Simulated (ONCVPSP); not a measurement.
**Pseudopotential generation for Si: ONCV, LDA (Perdew-Wang 92)**

Task: generate the file, and judge it by its errors in other configurations, its logarithmic derivatives, its ghosts and its cutoff.

Program: ONCVPSP 4.0.1.1 (patched build). Reference atom: LDA (Perdew-Wang 92), scalar-relativistic, spherical and spin-unpolarised. All values are calculated.

**1. Starting point**

Typed settings, in words:

| Quantity | Value |
| --- | --- |
| element | silicon (Si, Z = 14) |
| type | optimised norm-conserving Vanderbilt (ONCV) |
| frozen core | [Ne] |
| valence charge | 4 |
| reference configuration | 3s2 3p2 |
| partial waves | 3s: rc 1.50 bohr, ncon 3, nbas 8, qcut 3.3 1/bohr, 1 projector; 3p: rc 1.54 bohr, ncon 4, nbas 8, qcut 4.5 1/bohr, 2 projectors, debl 3.8 Ha; d scattering state at 0.11 Ha: rc 1.22 bohr, ncon 4, nbas 8, qcut 6.4 1/bohr, 2 projectors, debl 0.3 Ha |
| local potential | polynomial inside 0.90 bohr (lpopt 5, dvloc0 0 Ha) |
| core correction | not asked for |

The nodes and maxima of the atom's own shells, from an earlier all-electron run, set the scale for the radii.

All-electron outer shells of the reference configuration (LDA (PZ), scalar-relativistic, ld1.x):

```csv
shell,level (eV),outermost node (bohr),outermost maximum (bohr)
2s,-138.73,0.15,0.45
2p,-95.60,–,0.39
3s,-10.88,0.72,1.77
3p,-4.17,0.72,2.14
```

**2. Generating the potential**

The input, Si.dat:

```
# ATOM AND REFERENCE CONFIGURATION
# atsym  z   nc   nv     iexc    psfile
  Si 14.00    3    2  -001012      upf
#
#   n    l    f
    1    0    2.00
    2    0    2.00
    2    1    6.00
    3    0    2.00
    3    1    2.00
#
# PSEUDOPOTENTIAL AND OPTIMIZATION
# lmax
    2
#
#   l,   rc,      ep,       ncon, nbas, qcut
    0    1.50    0.00    3    8    3.30
    1    1.54    0.00    4    8    4.50
    2    1.22    0.11    4    8    6.40
#
# LOCAL POTENTIAL
# lloc, lpopt,  rc(5),   dvloc0
    4    5    0.90    0.00
#
# VANDERBILT-KLEINMAN-BYLANDER PROJECTORs
# l, nproj, debl
    0    1    2.30
    1    2    3.80
    2    2    0.30
#
# MODEL CORE CHARGE
# icmod, fcfact, rcfact
    0    0.00    0.00
#
# LOG DERIVATIVE ANALYSIS
# epsh1, epsh2, depsh
   -2.00    5.00    0.02
#
# OUTPUT GRID
# rlmax, drl
    6.00    0.01
#
# TEST CONFIGURATIONS
# ncnf
    4
# nvcnf
#   n    l    f
    2
    3    0    2.00
    3    1    1.00
#
    2
    3    0    2.00
    3    1    0.00
#
    2
    3    0    1.00
    3    1    0.00
#
    2
    3    0    2.00
    3    1    1.50
#
```

Run with:

```console
$ oncvpsp.x < Si.dat > Si.out
```

Q: Predict the outcome of this session. Wanted: cutoffs for 1 and 0.1 mHa per electron, occupied waves; bound ghosts; GHOST(+) flags; configuration tests; largest phase difference near zero energy, channels read.

The runs gave:

| quantity | value |
| --- | --- |
| cutoffs for 1 and 0.1 mHa per electron, occupied waves | 15 Ha and 77 Ha |
| bound ghosts | none below the valence levels; a pole at negative energy in s is suspect |
| GHOST(+) flags | none at low energy |
| configuration tests | no usable energy difference |
| largest phase difference near zero energy, channels read | 3.117 rad |

**Reading.** Of the tests 4 gave no usable energy difference, which is a warning in itself. It counts as soft on the atom at that tolerance, with 15 Ha needed at the looser tolerance. The tighter tolerance needs 77 Ha, and converged work needs a cutoff nearer that. At the looser tolerance the 3s wave is the slowest; 3p needs 3 Ha. The ghost test, which looks below the valence levels, finds nothing, but the pseudo curve has an extra pole at negative energy (s at -0.35 Ha): a spurious bound state among the atom's levels is likely, and the file can't be cleared. Of the channels read, s scatters worst near zero energy, by up to 3.12 rad. A step near π is an extra or missing state, not a misfit of shape. The pseudo curves have a pole with no partner nearby in the atom's: s at -0.35 Ha. All of this concerns the isolated atom, not yet a solid.
